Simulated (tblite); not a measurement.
# C5H11O4P: the cost of one run

Programs: tblite 0.8.0 and PySCF 2.14.0, with density-fitted response routines of our own. Each step states its level of theory. These are calculated values for one molecule in the gas phase, unless marked as measured. Atoms count from 0, in the outputs and in this text.

## (1) Starting geometry

21 atoms, charge 0, multiplicity 1; geometry from: force field or distance geometry start.

Bonds of the start (Å): C0–C1 1.53, C1–O2 1.40, O2–P3 1.63, P3–O4 1.48, P3–O5 1.62, O5–C6 1.41, C6–C7 1.51, C7–C8 1.53, C8–O9 1.41, O9–P3 1.61, C0–H10 1.08, C0–H11 1.09, C0–H12 1.11, C1–H13 1.09, C1–H14 1.11, C6–H15 1.10, C6–H16 1.10, C7–H17 1.10, C7–H18 1.10, C8–H19 1.09, C8–H20 1.10.

## (2) Geometry optimisation with GFN2-xTB

Job settings and geometry (Å):

```
{"job": {"kind": "relax", "xc": "GFN2-xTB", "basis": "xTB"}, "charge": 0, "multiplicity": 1}
C      2.996000    -0.823100     0.381500
C      2.188700     0.331600    -0.216600
O      0.937200    -0.165000    -0.614500
P     -0.143600     0.954600    -1.099800
O      0.396000     1.980700    -2.016700
O     -0.733600     1.521400     0.293300
C     -1.366100     0.607000     1.160500
C     -2.499600    -0.101300     0.453700
C     -1.987000    -0.838300    -0.780900
O     -1.371600     0.073600    -1.662700
H      3.971900    -0.485800     0.708800
H      3.109200    -1.624000    -0.352300
H      2.454200    -1.253100     1.247800
H      2.722000     0.742400    -1.075400
H      2.057100     1.123900     0.543200
H     -0.631600    -0.109000     1.557300
H     -1.754700     1.167700     2.023200
H     -3.240000     0.639200     0.130000
H     -3.004100    -0.803400     1.133400
H     -1.279800    -1.624800    -0.505500
H     -2.829500    -1.297400    -1.308700
```

On the command line:

```sh
OMP_NUM_THREADS=1 python probes_run.py task.json out
```

One launch serves the whole session: the jobs run in the order shown.

**Question.** How long does this first job take on 1 thread of Arm Neoverse V1, shared host?

About 1.6 s.
